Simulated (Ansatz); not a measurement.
**The nickel atom (triplet): from Hartree-Fock to the top rungs, def2-SVP**

Aim: climb from Hartree-Fock through coupled cluster and multireference methods for the nickel atom (triplet) at one geometry and basis, and see what each rung misses.

Computed with Ansatz 0.2.0, Gaussian basis. Level: def2-SVP, core rule «outside noble gas», up to 9 orbitals frozen.

To be run: UHF; CCSD(T) on ROHF; CCSD(T) on UHF; CISD; CCSDT(Q) on ROHF; CCSDT(Q) on UHF; CISDTQ; CCSDTQ on ROHF; CASSCF and MRCISD+Q, 10 electrons in 6 orbitals; CASSCF and MRCISD+Q(relaxed), 10 electrons in 6 orbitals; CASSCF and NEVPT4(SD), 10 electrons in 6 orbitals; CASSCF and NEVPT2, 10 electrons in 6 orbitals.

## 1. The atom

A free atom, in its lowest state of this spin that the program finds.

1 atom, charge 0, spin multiplicity 3.

## 2. UHF

The input, in.yaml:

```yaml
crystal:
  periodic: [false, false, false]
  atoms:
    - {symbol: Ni, position_ang: [0.000000, 0.000000, 0.000000]}
basis:
  gaussian: {orbitals: def2-SVP}
magnetization: {spin_polarized: true, initial_magnetization: 2}
hamiltonian: {xc: hf}
output: {orbitals: {seedname: orbitals}}
```

Launch:

```bash
$ ansatz run in.yaml --threads 1 --pin off --events-out ev --progress --plain --max-ram 2393MiB
```

After this run come: CCSD(T) on ROHF; CCSD(T) on UHF; CISD; CCSDT(Q) on ROHF; CCSDT(Q) on UHF; CISDTQ; CCSDTQ on ROHF; CASSCF and MRCISD+Q, 10 electrons in 6 orbitals; CASSCF and MRCISD+Q(relaxed), 10 electrons in 6 orbitals; CASSCF and NEVPT4(SD), 10 electrons in 6 orbitals; CASSCF and NEVPT2, 10 electrons in 6 orbitals.

**Question.** What will the summary of the whole plan be? Wanted: RCCSDTQ below the RHF energy; RMP2 from RCCSDTQ; UMP2 from RCCSDTQ; RCCSD from RCCSDTQ; RCCSD(T) from RCCSDTQ; UCCSD(T) from RCCSDTQ; RCCSDT(Q) from RCCSDTQ; UCCSDT(Q) from RCCSDTQ; NEVPT2 valence from RCCSDTQ.

As calculated:

| quantity | value |
| --- | --- |
| RCCSDTQ below the RHF energy | -5.3877 eV |
| RMP2 from RCCSDTQ | +32.7 kJ/mol |
| UMP2 from RCCSDTQ | +22.0 kJ/mol |
| RCCSD from RCCSDTQ | +12.7 kJ/mol |
| RCCSD(T) from RCCSDTQ | -0.7 kJ/mol |
| UCCSD(T) from RCCSDTQ | -10.5 kJ/mol |
| RCCSDT(Q) from RCCSDTQ | +0.4 kJ/mol |
| UCCSDT(Q) from RCCSDTQ | -9.5 kJ/mol |
| NEVPT2 valence from RCCSDTQ | +104.6 kJ/mol |
| NEVPT4(SD) valence from RCCSDTQ | +23.1 kJ/mol |
| MRCISD+Q valence from RCCSDTQ | +9.4 kJ/mol |
| levels within 1 kcal/mol (43 meV) | UCCSD, RCCSD(T), RCCSDT, CISDTQ, RCCSDT(Q) |
| T1 diagnostic | 0.015 |
| effectively unpaired electrons | 2.00 |

**Reading.** RCCSD(T) misses by -0.7 kJ/mol, 0.1 % of the correlation energy. CCSD(T) misses by -0.7 kJ/mol on the restricted determinant and by -10.5 kJ/mol on the unrestricted one; the two need not hold the same state or core. One determinant dominates. Of the multireference levels listed MRCISD+Q(relaxed) valence comes nearest in total energy (+9.4 kJ/mol), which doesn't show that its space is the better one. These misses are within one basis, not against nature; the frozen cores of restricted and unrestricted runs differ, which can shift their rows.
